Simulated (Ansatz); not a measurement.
What does this script print? It uses Ansatz 0.2.0, Python API.

`inni3n.cif`
```cif
data_InNi3N
_cell_length_a 3.839856
_cell_length_b 3.839856
_cell_length_c 3.839856
_cell_angle_alpha 90.00000
_cell_angle_beta 90.00000
_cell_angle_gamma 90.00000
_symmetry_space_group_name_H-M 'P 1'
_symmetry_Int_Tables_number 1
loop_
_symmetry_equiv_pos_as_xyz
'x, y, z'
loop_
_atom_site_label
_atom_site_type_symbol
_atom_site_fract_x
_atom_site_fract_y
_atom_site_fract_z
In1 In    0.000000    0.000000    0.000000
Ni2 Ni    0.500000    0.500000    0.000000
Ni3 Ni    0.500000    0.000000    0.500000
Ni4 Ni    0.000000    0.500000    0.500000
N5 N    0.500000    0.500000    0.500000
```

Script `inni3n_plus_u.py`:
```python
# -*- coding: utf-8 -*-
"""DFT+U scan for InNi3N."""

import ansatz as az
from ase.io import read
import numpy as np


def count_gap(report):
    # lowest empty less highest filled band, counting bands; zero where they overlap
    return max(report.get("gap_by_band_count_ev") or 0.0, 0.0)

atoms = read("inni3n.cif")
xtal = az.Crystal.from_ase(atoms).moments(Ni=2.0)

job = (
    xtal.calculation()
    .functional(az.Functional.PBESOL)
    .basis(550)  # cutoff of the orbital basis
    .spin("collinear")
    .kpoints(spacing=0.32)  # sampling of the Brillouin zone
    .occupations(az.OccupationsMethod.FERMI_DIRAC)
    .scf(max_iterations=60)
    .band_table()  # levels at the mesh points
)
rows = []
for u in [0.0, 1.5, 3.0, 4.5, 6.0]:
    summary = job.hubbard("Ni", "d", u_eff=u).run(threads=1).report
    shell = summary["hubbard"]["n_scf"]
    rows.append((u, count_gap(summary), sum(shell) / len(shell), max(abs(m) for m in summary["site_moments_mub"]), summary["n_iterations"]))
lines = [",".join(["U_eff eV", "gap by band count eV", "Ni d occupation (projector)", "largest moment muB", "iterations"])] + [",".join(f"{v:.4f}" if isinstance(v, float) else str(v) for v in row) for row in rows]
print("\n".join(lines))
with open("plus_u.csv", "w") as handle:
    handle.write("\n".join(lines) + "\n")
print("eigenvalues of the first occupation matrix at the last U, by spin:")
for channel in summary["hubbard"]["n_eig"][0]:
    print("  ", " ".join(f"{n:.3f}" for n in channel))
```

```console
$ python inni3n_plus_u.py
RunWarning: the starting moments were not kept: the SCF closed with an absolute magnetisation of 2.2e-6 μB, where they sum to 6 μB in size (3 sites). That is at most 0.1 of that sum. Measured as dr2_m measures the in/out step, that magnetisation stands 3.1e-12 eV from none, at or under the dr2_threshold of 1.0e-7 eV: it is no larger than a step whose dr2_m would equal this threshold. The system may hold no moment; this SCF shows only that its start led to no more than that. To try another [...]
U_eff eV,gap by band count eV,Ni d occupation (projector),largest moment muB,iterations
0.0000,0.0000,8.8266,0.0000,12
1.5000,0.0000,8.8623,0.0000,16
3.0000,0.0000,8.8952,0.0000,17
4.5000,0.0000,8.9251,0.0000,18
6.0000,0.0000,8.9514,0.0000,19
eigenvalues of the first occupation matrix at the last U, by spin:
   0.675 0.922 0.958 0.958 0.964
   0.675 0.922 0.958 0.958 0.964
```
(Warnings from the package without file and line, shortened, repeats left out.)

Caveats:
- The SCF didn't keep the moments it started from (some shrank, vanished or turned); what is printed is the state reached.
- The mesh is modest for a metal, so energies can be off by several to tens of meV an atom and pressures by half a GPa or more; differences at equal mesh fare better.
- A gap by band count of zero or less means overlapping bands, a metal.
- This cell is a computed structure, which may not be the phase found in nature.
- Levels are Kohn-Sham eigenvalues on this mesh, without spin-orbit coupling.
- Shell occupations and the effect of U depend on the projectors; a run with no .spin step is spin-unpolarised, and each U may end in a state that isn't the lowest.
- Run time: 6 min on 1 thread of Arm Neoverse V2 (shared host), peak memory 1.1 GiB.
